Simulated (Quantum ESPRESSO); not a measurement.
Set up this calculation in Quantum ESPRESSO 7.5, as the native input.

| Quantity | Value |
| --- | --- |
| Task | single point |
| Functional | PBE |
| Potentials or basis | SSSP 1.3 efficiency PBE |
| Cutoff | 748 eV |
| Density cutoff | 5987 eV |
| k mesh | 5 × 5 × 5 |
| Occupations | fermi-dirac, width 0.05 eV |
| Spin | no spin polarisation |
| Mixing beta | 0.5 |
| Most SCF iterations | 120 |
| SCF threshold | 1.4e-09 Ry |

Mg2SeS4:

```
CELL_PARAMETERS angstrom
0.00000 4.58163 4.58163
4.58163 0.00000 4.58163
4.58163 4.58163 0.00000
ATOMIC_POSITIONS crystal
Mg 0.25000 0.25000 0.25000
Mg 0.50000 0.50000 0.50000
Se 0.00000 0.00000 0.00000
S 0.67184 0.67184 0.67184
S 0.67184 0.67184 0.98447
S 0.67184 0.98447 0.67184
S 0.98447 0.67184 0.67184
```

The cell was built by a generator and needn't be a form met in nature.

These files were run (other wordings do the same):

pw.in

```
&CONTROL
  calculation = 'scf'
  prefix = 'pwscf'
  outdir = './tmp'
  pseudo_dir = './pseudo'
  tprnfor = .true.
  tstress = .true.
  disk_io = 'nowf'
/
&SYSTEM
  ibrav = 0
  nat = 7
  ntyp = 3
  ecutwfc = 55
  ecutrho = 440
  nbnd = 25
  occupations = 'smearing'
  smearing = 'fd'
  degauss = 0.00367493
/
&ELECTRONS
  conv_thr = 1.4d-09
  electron_maxstep = 120
  mixing_beta = 0.5
/
ATOMIC_SPECIES
Mg    24.3050 Mg.pbe-n-kjpaw_psl.0.3.0.UPF
Se    78.9710 Se_pbe_v1.uspp.F.UPF
S     32.0600 s_pbe_v1.4.uspp.F.UPF
CELL_PARAMETERS angstrom
   0.0000000000    4.5816250700    4.5816250700
   4.5816250700    0.0000000000    4.5816250700
   4.5816250700    4.5816250700    0.0000000000
ATOMIC_POSITIONS crystal
Mg     0.2500000000    0.2500000000    0.2500000000
Mg     0.5000000000    0.5000000000    0.5000000000
Se     0.0000000000    0.0000000000    0.0000000000
S      0.6718449300    0.6718449300    0.6718449300
S      0.6718449300    0.6718449300    0.9844652100
S      0.6718449300    0.9844652100    0.6718449300
S      0.9844652100    0.6718449300    0.6718449300
K_POINTS automatic
5 5 5 0 0 0
```

Potentials or basis: SSSP 1.3 efficiency PBE.

Run with:

```console
$ OMP_NUM_THREADS=1 pw.x -in pw.in > pw.out
```

It gave:

| Property | Result |
| --- | --- |
| Pressure | 9.2 GPa |
| Largest force | 9.906 eV/Å |
| Band gap on the k mesh | none (metal or under the smearing width) |

Caveat: forces of over 1 eV/Å show positions far from the minimum, so gaps and moduli don't describe the material at rest.

It took 99 s on 1 thread of Intel(R) Xeon(R) Platinum 8488C (Sapphire Rapids), on a shared host, peak memory 0.76 GiB.
